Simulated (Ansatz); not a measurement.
Geometry optimisation, DFT PBE, scalar-relativistic, plane waves, PAW in Ansatz.

Input file:

```yaml
crystal:
  lattice:
    - [0.0, 5.43, 5.43]
    - [5.43, 0.0, 5.43]
    - [5.43, 5.43, 0.0]
  atoms:
    - { symbol: Si, position: [0.0, 0.0, 0.0] }
    - { symbol: Si, position: [0.125, 0.125, 0.125] }
    - { symbol: Si, position: [0.0, 0.0, 0.5] }
    - { symbol: Si, position: [0.125, 0.125, 0.625] }
    - { symbol: Si, position: [0.0, 0.5, 0.0] }
    - { symbol: Si, position: [0.125, 0.625, 0.125] }
    - { symbol: Si, position: [0.0, 0.5, 0.5] }
    - { symbol: Si, position: [0.125, 0.625, 0.625] }
    - { symbol: Si, position: [0.5, 0.0, 0.0] }
    - { symbol: Si, position: [0.625, 0.125, 0.125] }
    - { symbol: Si, position: [0.5, 0.0, 0.5] }
    - { symbol: Si, position: [0.625, 0.125, 0.625] }
    - { symbol: Si, position: [0.5, 0.5, 0.0] }
    - { symbol: Si, position: [0.625, 0.625, 0.125] }
    - { symbol: Si, position: [0.5, 0.5, 0.5] }
    - { symbol: Si, position: [0.625, 0.625, 0.625] }
    - { symbol: O, position: [0.8673379, 0.8712515, 0.3809566], spin: 1.0 }
magnetization:
  spin_polarized: true
basis:
  ecutwfc: 420.0
kpoints:
  mp_grid: { grid: [2, 2, 2] }
hamiltonian:
  xc: pbe
  pseudopotentials: { kind: paw, azcp: { folder: soft_1 } }
scf:
  occupations: { method: fermi_dirac, width: 0.02 }
  lower_state_search: "off"
relax:
  f_tol: 0.08
  max_steps: 25
  adjacent_minimum: "off"
```

Command:

```bash
$ ansatz run input.yaml --threads 1 --pin off --max-ram 3072MiB --backend cpu --events-out ev --progress --plain --runs-dir out
```

**Question.** Where does it end, and by what steps?

**Answer.** The run converged. Limits of this set-up: coarse k mesh, a small cell, in which the defect meets its images. After 13 steps the energy has fallen by 3.485 eV; O17 moved furthest, 1.40 Å. Joined: Si7–O17 (2.33 → 1.66 Å), Si16–O17 (2.65 → 1.66 Å).

```tsv
step	energy less start (eV)	largest force component (eV/Å)	accepted
0	0.0000	0.428	yes
1	-0.0768	0.341	yes
2	-0.3492	1.560	yes
3	-0.7915	1.025	yes
4	-1.0452	0.512	yes
5	-1.1129	0.540	yes
6	-1.3391	1.248	yes
7	-1.7575	1.394	yes
8	-1.9188	2.578	yes
9	-2.6974	1.485	yes
10	-3.2266	2.011	yes
11	-3.4630	0.288	yes
12	-3.4834	0.082	yes
13	-3.4848	0.030	yes
```

```xyz
17
Lattice="0.0000 5.4300 5.4300 5.4300 0.0000 5.4300 5.4300 5.4300 0.0000" Properties=species:S:1:pos:R:3
Si 0.065 -0.036 -0.033
Si 1.332 1.333 1.394
Si 2.668 2.690 0.017
Si 4.282 3.856 1.272
Si 2.609 -0.017 2.830
Si 4.031 1.316 4.130
Si 5.374 2.871 3.061
Si 6.678 4.276 4.381
Si -0.039 2.660 2.764
Si 1.399 4.008 4.041
Si 2.946 5.149 2.678
Si 4.014 6.732 4.100
Si 2.700 2.668 5.459
Si 3.963 4.025 6.923
Si 5.268 5.566 5.714
Si 7.051 6.559 6.811
O 6.758 7.424 8.200
```

Whether the end is a true minimum wasn't checked by a vibrational analysis.

Time of the run: 110 s on 1 thread of Intel(R) Xeon(R) 6975P-C (Granite Rapids) (shared host), peak memory 0.73 GiB.
